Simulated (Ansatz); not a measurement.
# CH4AlFSe: the cost of one run

Program: Ansatz 0.2.0 through its Python package. The levels of theory stand in the script. These are calculated values, not measurements.

**1. Starting point**

Bond lengths: F1–C2 1.343 Å, C2–Se3 1.925 Å, Se3–Al4 2.340 Å, C2–H5 1.126 Å, C2–H6 1.126 Å, Al4–H7 1.580 Å, Al4–H8 1.622 Å. Angles: F1–C2–Se3 107.1°, F1–C2–H5 111.5°, F1–C2–H6 110.0°, Se3–C2–H5 109.5°, Se3–C2–H6 110.1°, H5–C2–H6 108.7°, C2–Se3–Al4 95.2°, Se3–Al4–H7 122.8°, Se3–Al4–H8 118.7°, H7–Al4–H8 118.3°.

The script holds or builds the structure itself.

**2. The code**

Contents of run_methods.py:

```python
"""CH4AlFSe at several levels of theory."""

from pathlib import Path
import warnings

import ansatz as az
import numpy as np

warnings.simplefilter("ignore", az.DeckWarning)

geometry_ang = [
    ("F", (-1.0444, 1.185, 0.92)),
    ("C", (0.1778, 1.3401, 0.3843)),
    ("Se", (1.2072, -0.2141, 0.8652)),
    ("Al", (-0.0178, -1.7006, -0.4639)),
    ("H", (0.1286, 1.4267, -0.7372)),
    ("H", (0.6636, 2.2685, 0.7966)),
    ("H", (0.3177, -1.9653, -1.9854)),
    ("H", (-1.3405, -2.3976, 0.1645)),
]
mol = az.Crystal.molecule()
for symbol, xyz in geometry_ang:
    mol = mol.atom(symbol, xyz)

model = mol.calculation().basis(gaussian="def2-SVP")

print("functional    E (Ha)        dipole (D)   HOMO (eV)  LUMO (eV)")
for name in ["lda", "pbe0", "r2scan", "hf"]:
    summary = model.functional(name).forces().orbitals().run(runs_dir="runs").report
    lines = Path(summary["orbitals_path"]).read_text().splitlines()
    field_of = lambda key: [line.split("=")[1].strip() for line in lines if line.startswith(key)]
    orbitals = [(27.211386 * float(e), s, float(n)) for e, s, n in zip(field_of("Ene="), field_of("Spin="), field_of("Occup="))]
    homo = max(e for e, _, n in orbitals if n > 0.5)
    lumo = min(e for e, _, n in orbitals if n < 0.5)
    dipole = 4.803205 * np.linalg.norm(summary["charge_distribution"]["dipole_moment_e_ang"])
    print(f"{name:10s} {summary['free_energy_ev'] / 27.211386246:14.6f} {dipole:9.3f} {homo:11.3f} {lumo:10.3f}")
```

**3. What the engine is handed**

The package turns the script's settings into the engine's input (first run):

```yaml
crystal:
  periodic: [false, false, false]
  atoms:
    - { symbol: F, position_ang: [-1.0444, 1.185, 0.92] }
    - { symbol: C, position_ang: [0.1778, 1.3401, 0.3843] }
    - { symbol: Se, position_ang: [1.2072, -0.2141, 0.8652] }
    - { symbol: Al, position_ang: [-0.0178, -1.7006, -0.4639] }
    - { symbol: H, position_ang: [0.1286, 1.4267, -0.7372] }
    - { symbol: H, position_ang: [0.6636, 2.2685, 0.7966] }
    - { symbol: H, position_ang: [0.3177, -1.9653, -1.9854] }
    - { symbol: H, position_ang: [-1.3405, -2.3976, 0.1645] }
basis:
  gaussian:
    orbitals: def2-SVP
hamiltonian:
  xc: lda
output:
  orbitals: {}
  forces: true
```

**4. Launch**

The run is started by

```
python run_methods.py
```

Q: Estimate wall time and peak memory on 1 thread of Arm Neoverse V1, shared host.

About 15 s, with a peak of 0.28 GiB.
